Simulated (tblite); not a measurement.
# C7H10O3P: the cost of one run

Programs: tblite 0.8.0 and PySCF 2.14.0, with density-fitted response routines of our own. Each step states its level of theory. These are calculated values for one molecule in the gas phase, unless marked as measured. Atoms are numbered from 0 throughout.

**1. The molecule as given**

21 atoms, charge -1, multiplicity 1; geometry from: force field or distance geometry start.

Bonds of the start (Å): C0–C1 1.52, C1–C2 1.54, C2–P3 1.79, P3–O4 1.52, P3–O5 1.50, P3–C6 1.81, C6–C7 1.42, C7–C8 1.38, C8–O9 1.36, O9–C10 1.36, C10–C6 1.37, C0–H11 1.11, C0–H12 1.09, C0–H13 1.09, C1–H14 1.09, C1–H15 1.10, C2–H16 1.10, C2–H17 1.10, C7–H18 1.08, C8–H19 1.08, C10–H20 1.07.

**2. Relaxing the molecule with GFN2-xTB**

Job settings and geometry (Å):

```
{"job": {"kind": "relax", "xc": "GFN2-xTB", "basis": "xTB"}, "charge": -1, "multiplicity": 1}
C     -3.208800    -0.350300     0.028900
C     -2.343100     0.662700    -0.704500
C     -0.873800     0.210400    -0.779500
P     -0.029900     0.138600     0.799100
O     -0.341700    -1.155900     1.536900
O      0.053800     1.493100     1.442400
C      1.692700    -0.145000     0.317300
C      2.698900     0.833000     0.125000
C      3.826100     0.136500    -0.255000
O      3.570900    -1.199400    -0.297000
C      2.272300    -1.365700     0.064500
H     -4.267000    -0.028900    -0.002400
H     -3.156700    -1.334700    -0.425200
H     -2.929100    -0.440400     1.079300
H     -2.731000     0.811200    -1.706900
H     -2.401700     1.625200    -0.169100
H     -0.341900     0.931200    -1.412500
H     -0.816900    -0.768300    -1.275300
H      2.580900     1.897700     0.261700
H      4.832800     0.438400    -0.502600
H      1.904500    -2.372500     0.112900
```

Launch:

```
> OMP_NUM_THREADS=1 python probes_run.py task.json out
```

One launch serves the whole session: the jobs run in the order shown.

**Question.** How long does this first job take on 1 thread of Arm Neoverse V1, shared host?

About 1.1 s.
